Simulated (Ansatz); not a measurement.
# AlClH6OSi: the cost of one run

Method: RKS PBE0-D4/def2-SVP, in Ansatz 0.2.0.

1 further run of the same task is left out (it didn't finish).

## 1. Starting point

Bond lengths: Si1–H3 1.460 Å, Si1–H4 1.459 Å, Si1–Cl5 2.128 Å, Si1–O6 1.980 Å, Cl5–Al7 2.152 Å, O6–Al7 1.780 Å, Al7–H8 1.560 Å, Al7–H9 1.560 Å. Angles: H3–Si1–H4 109.5°, H3–Si1–Cl5 109.5°, H3–Si1–O6 75.8°, H4–Si1–Cl5 109.5°, H4–Si1–O6 173.4°, Cl5–Si1–O6 64.4°, Si1–Cl5–Al7 102.4°, Si1–O6–Al7 125.0°, Cl5–Al7–O6 67.0°, Cl5–Al7–H8 121.9°, Cl5–Al7–H9 82.1°, O6–Al7–H8 120.0°, O6–Al7–H9 120.0°, H8–Al7–H9 120.0°.

As a file:

```xyz
10

Si    0.0000    0.0000    0.0000
H     0.0000    0.0000    1.8100
H     1.3768    0.0000   -0.4862
H    -0.6877    1.1914   -0.4862
Cl   -1.0032   -1.7381   -0.7093
O     0.7368   -1.7285    0.6243
Al   -0.0477   -3.3113    0.4057
H     0.7209   -4.4722   -0.2981
H    -1.5037   -3.5377    0.9180
H     0.3766   -0.8836    1.7351
```

## 2. A restrained relaxation towards end A

Springs on the bonds that form and break draw the guess towards this end; the thresholds are loose.

input.yaml

```yaml
crystal:
  periodic: [false, false, false]
  atoms:
    - { symbol: Si, position_ang: [0.0, 0.0, 0.0] }
    - { symbol: H, position_ang: [0.0, 0.0, 1.81] }
    - { symbol: H, position_ang: [1.3768, 0.0, -0.4862] }
    - { symbol: H, position_ang: [-0.6877, 1.1914, -0.4862] }
    - { symbol: Cl, position_ang: [-1.0032, -1.7381, -0.7093] }
    - { symbol: O, position_ang: [0.7368, -1.7285, 0.6243] }
    - { symbol: Al, position_ang: [-0.0477, -3.3113, 0.4057] }
    - { symbol: H, position_ang: [0.7209, -4.4722, -0.2981] }
    - { symbol: H, position_ang: [-1.5037, -3.5377, 0.918] }
    - { symbol: H, position_ang: [0.3766, -0.8836, 1.7351] }
basis:
  gaussian: { orbitals: def2-SVP }
hamiltonian:
  xc: pbe0
  dispersion: d4
relax:
  f_tol: 0.15
  max_steps: 25
  restrain:
    - { distance: [0, 5], at: 2.88, k: 30.0 }
    - { distance: [9, 1], at: 1.86, k: 30.0 }
    - { distance: [0, 1], at: 1.46, k: 30.0 }
    - { distance: [9, 5], at: 1.01, k: 30.0 }
output:
  orbitals: {}
```

Run with:

```console
$ ansatz run input.yaml --threads 2 --pin off --max-ram 3072MiB --backend cpu --events-out ev --progress --plain --runs-dir out
```

What time and memory should one allow on 2 threads of Intel Xeon Platinum 8259CL at 2.50GHz (Skylake/Cascade Lake), shared host?

About 39 s, with a peak of 0.24 GiB.
